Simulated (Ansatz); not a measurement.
# HBrCl (doublet): wave-function methods side by side at distance Br1–H2 along a hydrogen transfer = 1.321 Å, cc-pVDZ

Aim: climb from Hartree-Fock through coupled cluster and multireference methods for HBrCl (doublet) at one geometry and basis, and see what each rung misses.

Computed with Ansatz 0.2.0, Gaussian basis. Level: cc-pVDZ, core rule «outside noble gas», up to 19 orbitals frozen.

The runs, in order: UHF; CCSD(T) on ROHF; CCSD(T) on UHF; BCCD(T) on ROHF; CISD; CCSDT(Q) on ROHF; CCSDT(Q) on UHF; CASSCF and MRCISD+Q, 3 electrons in 3 orbitals; CASSCF and NEVPT2, 3 electrons in 3 orbitals; CASSCF and MRCISD+Q, 15 electrons in 9 orbitals; CASSCF and MRCISD+Q(relaxed), 15 electrons in 9 orbitals; CASSCF and NEVPT2, 15 electrons in 9 orbitals.

15 further runs of the same task are left out: 14 that didn't finish, 1 set aside as unsound or not needed.

### 1 The geometry

The geometry derives from fragments relaxed apart (PBE0/def2-TZVP) and kept rigid, so it is no stationary point. A hydrogen atom is moved between rigid fragments. No spin-orbit coupling is included. The filled d shell of Br may be among the frozen orbitals whatever the setting's name suggests; the logs give the count.

3 atoms, charge 0, spin multiplicity 2.

Atoms are counted from 1 here; the program's logs count them from 0.

Bond lengths: Br1–H2 1.321 Å.

Geometry (Å):

```xyz
3
BrClH
Br    0.0000    0.0000   -1.5000
H     0.0000    0.0000   -0.1790
Cl    0.0000    0.0000    1.6790
```

### 2 UHF

in.yaml

```yaml
crystal:
  periodic: [false, false, false]
  atoms:
    - {symbol: Br, position_ang: [0.000000, 0.000000, -1.500000]}
    - {symbol: H, position_ang: [0.000000, 0.000000, -0.179000]}
    - {symbol: Cl, position_ang: [0.000000, 0.000000, 1.679000]}
basis:
  gaussian: {orbitals: cc-pVDZ}
magnetization: {spin_polarized: true, initial_magnetization: 1}
hamiltonian: {xc: hf}
output: {orbitals: {seedname: orbitals}}
```

Command:

```bash
> ansatz run in.yaml --threads 1 --pin off --events-out ev --progress --plain --max-ram 2393MiB
```

The runs that follow: CCSD(T) on ROHF; CCSD(T) on UHF; BCCD(T) on ROHF; CISD; CCSDT(Q) on ROHF; CCSDT(Q) on UHF; CASSCF and MRCISD+Q, 3 electrons in 3 orbitals; CASSCF and NEVPT2, 3 electrons in 3 orbitals; CASSCF and MRCISD+Q, 15 electrons in 9 orbitals; CASSCF and MRCISD+Q(relaxed), 15 electrons in 9 orbitals; CASSCF and NEVPT2, 15 electrons in 9 orbitals.

Before running them: what should the planned runs give, taken together? Wanted: UCCSDT(Q) below the RHF energy; RMP2 from UCCSDT(Q); UMP2 from UCCSDT(Q); RCCSD from UCCSDT(Q); RCCSD(T) from UCCSDT(Q); UCCSD(T) from UCCSDT(Q); RCCSDT(Q) from UCCSDT(Q); NEVPT2 pair from UCCSDT(Q); MRCISD+Q pair from UCCSDT(Q).

As calculated:

| quantity | value |
| --- | --- |
| UCCSDT(Q) below the RHF energy | -7.7002 eV |
| RMP2 from UCCSDT(Q) | +21.92 kcal/mol |
| UMP2 from UCCSDT(Q) | +22.37 kcal/mol |
| RCCSD from UCCSDT(Q) | +3.06 kcal/mol |
| RCCSD(T) from UCCSDT(Q) | +0.55 kcal/mol |
| UCCSD(T) from UCCSDT(Q) | +0.54 kcal/mol |
| RCCSDT(Q) from UCCSDT(Q) | +0.01 kcal/mol |
| NEVPT2 pair from UCCSDT(Q) | +22.00 kcal/mol |
| MRCISD+Q pair from UCCSDT(Q) | +0.83 kcal/mol |
| NEVPT2 valence from UCCSDT(Q) | +37.47 kcal/mol |
| levels within 1 kcal/mol (43 meV) | RCCSD(T), UCCSD(T), BCCD(T), RCCSDT, UCCSDT, RCCSDT(Q), MRCISD+Q pair, MRCISD+Q valence, MRCISD+Q(relaxed) valence |
| T1 diagnostic | 0.013 |
| effectively unpaired electrons | 1.00 |

RCCSD(T) lands +0.55 kcal/mol from the yardstick (0.3 % of the correlation energy). One determinant dominates. Of the multireference levels listed MRCISD+Q(relaxed) valence comes nearest in total energy (+0.39 kcal/mol), which doesn't show that its space is the better one. These misses are within one basis, not against nature; the frozen cores of restricted and unrestricted runs differ, which can shift their rows.
